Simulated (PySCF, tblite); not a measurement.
# C3H10NSi2 radical: geometry, infrared bands and EPR parameters

Wanted: the infrared bands and EPR parameters of C3H10NSi2 radical (`[NH][Si@H]1CCC[SiH2]1`), by calculation.

The runs use tblite 0.8.0 and PySCF 2.14.0, with density-fitted response routines of our own; the level of theory stands in each step. All values are computed, except where a source is named. Atoms count from 0, in the outputs and in this text.

**1. Starting geometry**

16 atoms, charge 0, multiplicity 2; geometry from: force field or distance geometry start.

Bonds of the start (Å): N0–Si1 1.79, Si1–C2 1.89, C2–C3 1.52, C3–C4 1.51, C4–Si5 1.89, Si5–Si1 2.26, N0–H6 1.05, Si1–H7 1.45, C2–H8 1.09, C2–H9 1.12, C3–H10 1.13, C3–H11 1.10, C4–H12 1.12, C4–H13 1.10, Si5–H14 1.47, Si5–H15 1.44.

**2. Optimising the geometry with GFN2-xTB**

What the job is given:

```
{"job": {"kind": "relax", "xc": "GFN2-xTB", "basis": "xTB"}, "charge": 0, "multiplicity": 2}
N      2.671400     0.604600     0.871000
Si     1.327200     0.415000    -0.290000
C      0.479800    -1.259900    -0.108500
C     -0.944300    -0.987200    -0.559300
C     -1.578800    -0.014700     0.400800
Si    -0.522800     1.545700     0.341700
H      3.576900     0.677300     0.345600
H      1.689600     0.720300    -1.659200
H      0.984300    -2.049000    -0.667600
H      0.418800    -1.454500     0.993500
H     -1.497500    -1.967300    -0.474700
H     -1.032300    -0.697500    -1.613100
H     -2.580100     0.256700    -0.028800
H     -1.668300    -0.402400     1.429700
H     -0.375500     2.137700     1.674700
H     -0.956000     2.484200    -0.667100
```

Run with:

```bash
OMP_NUM_THREADS=1 python probes_run.py task.json out
```

One launch serves the whole session: the jobs run in the order shown.

**Question.** This job is followed by: GFN2-xTB harmonic vibrations, gas phase; UKS B3LYP, pcH-1 on C H N Si, non-relativistic, mean-field spin-orbit, GIAO. What will the session give for the following? strongest single infrared mode (GFN2-xTB); zero-point energy (GFN2-xTB); g(iso) (B3LYP); ⟨S²⟩; largest a(iso); potential on the surface of density 0.002 e/bohr³, 1st and 99th percentile.

**Answer**, as computed:

| quantity | value |
| --- | --- |
| strongest single infrared mode (GFN2-xTB) | 2207 cm⁻¹, 362 km/mol |
| zero-point energy (GFN2-xTB) | 75.8 kcal/mol |
| g(iso) (B3LYP) | 2.00513 |
| ⟨S²⟩ | 0.758 (exact 0.75) |
| largest a(iso) | 29Si on Si5, -134.4 MHz |
| potential on the surface of density 0.002 e/bohr³, 1st and 99th percentile | -1.64 V and 1.37 V |

What this shows: The optimisation took 89 steps and gained 0.905 eV; among the close pairs (by a distance rule), Si1–Si5 changed most, from 2.258 to 2.413 Å. All 42 modes are real, so the xTB geometry is a minimum. The strongest single mode, at 2207 cm⁻¹, moves mainly H15. Unscaled tight-binding wavenumbers are off by several per cent, some by more. Its intensities can rank the bands wrongly. The largest share of the spin, 0.76 e, sits on N0. The isotropic g lies 2.8 ppt above the free-electron value. The conformer search found further structures of the same energy, which may be mirror or relabelled copies of this one.
